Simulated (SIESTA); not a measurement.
Runs of SIESTA 5.4.2 on Hf2Pd2Se2Br2O3. The structure is monoclinic, space group Cm (No. 8). Conventional cell: a = 15.354 Å, b = 3.419 Å, c = 13.208 Å, α = 90.00°, β = 107.63°, γ = 90.00°. Around Hf (site symmetry m) lie 3 O at 1.97 to 2.13 Å. Around Hf (site symmetry m) lie 3 O at 1.87 to 2.09 Å. Pd (site symmetry m) is surrounded by 2 O at 2.23 Å and 2 Se at 2.41 Å. Around Pd (site symmetry m) lie 4 Se at 2.42 to 2.60 Å. Around Se (site symmetry m) lie 2 Pd at 2.42 Å and 1 Hf at 2.76 Å. Se (site symmetry m) has 4 Pd at 2.41 to 2.60 Å as nearest neighbours. Br (site symmetry m) is surrounded by 3 Hf at 2.82 to 3.06 Å and 3 O at 3.21 to 3.22 Å. Around Br (site symmetry m) lie 2 Hf at 2.73 Å. The cell was built by a generator and needn't be a form met in nature.

| level | potentials or basis | gap on the mesh (eV) | pressure (GPa) | largest force (eV/Å) |
| --- | --- | --- | --- | --- |
| AM05 | PseudoDojo 0.4 standard (PBEsol files), DZP (energy shift 0.003 Ry; two zetas on semicore shells) | 0.79 | -0.8 | 0.62 |
| LDA | PseudoDojo 0.4 standard (LDA files), DZP (energy shift 0.003 Ry; two zetas on semicore shells) | 0.77 | -2.9 | 0.83 |
| PBEsol | PseudoDojo 0.4 standard (PBEsol files), DZP (energy shift 0.003 Ry; two zetas on semicore shells) | 0.78 | -1.0 | (b) |
| BLYP | PseudoDojo 0.4 standard (PBE files), DZP (energy shift 0.003 Ry; two zetas on semicore shells) | 0.83 | (a) | 0.99 |
| RPBE | PseudoDojo 0.4 standard (PBE files), DZP (energy shift 0.003 Ry; two zetas on semicore shells) | 0.83 | 3.1 | 0.97 |

Alike in all rows: task band structure; no spin polarisation; cell as given; k mesh 8 × 8 × 2; smearing fermi-dirac 0.05 eV; grid cutoff 800 Ry; energy shift 0.003 Ry.

Task: Estimate the missing entries.

Result: (a) 4.1; (b) 0.78.

Caveats: short orbitals over semicore shells can move pressures by several GPa; spin-orbit coupling is left out, which moves the levels of the heavy elements; the mesh misses the band edges, which the band path finds closer together; the basis of atomic orbitals isn't converged, which shifts pressures, moduli and gaps; the potentials were made for another functional, which shifts forces and pressure (some runs).

A k mesh can miss the band edges, and the runs leave out spin-orbit coupling on Br, Hf, Pd, Se.

Runs at the PBE level aren't shown here.
